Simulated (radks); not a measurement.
**Excited configurations of Os⁺**

The task here is to estimate one member of a computed series from the others.

Method: Dirac Kohn-Sham, LDA (Slater exchange, Perdew-Wang correlation), spin-unpolarised, spherical densities, finite nucleus; open shells fill j = l - 1/2 first. Code: radks (a radial shooting solver on a logarithmic mesh, Libxc functionals) version 1.

### Starting point

- element: osmium (Z = 76)
- charge: +1
- electrons: 75
- configuration: [Xe] 4f14 5d6 6s1
- nuclear rms radius: 5.4126 fm

The first run:

Input:

```text
Z 76
configuration [Xe] 4f14 5d6 6s1
relativity Dirac
functional lda,pw
spin unpolarised
j_filling energy
nucleus finite rms 5.4126 fm
c 137.035999084
```

Steps of the session up to this table: Ground configuration: [Xe] 4f14 5d6 6s1.

One table of the session follows, with a row left open; its other results are not shown here.

It belongs to the step «Ground configuration: [Xe] 4f14 5d6 6s1». From the orbitals of this run (lengths in bohr):

```
level     <r>  outermost maximum (interpolated)  90 % within  nodes
5s1/2   1.007                             0.914         1.44      4
5p1/2   1.099                             0.973         1.60      3
4f5/2  0.5526                             0.402        0.902      0
4f7/2  0.5608                             0.407        0.917      0
5p3/2   1.202                              1.06         1.75      3
5d3/2       ?                                 ?            ?      ?
5d5/2   1.793                              1.38         2.81      2
6s1/2   2.771                              2.40         4.04      5
```

Q: Estimate the row for 5d3/2 from the others.

As computed: <r>: 1.725; outermost maximum (interpolated): 1.33; 90 % within: 2.70; nodes: 2. In the column «<r>» it lies between 5p3/2 (1.202) and 5d5/2 (1.793).

To keep in mind: Spin polarisation and multiplet splitting are left out, so open shells lie too high by an amount that depends on their filling.
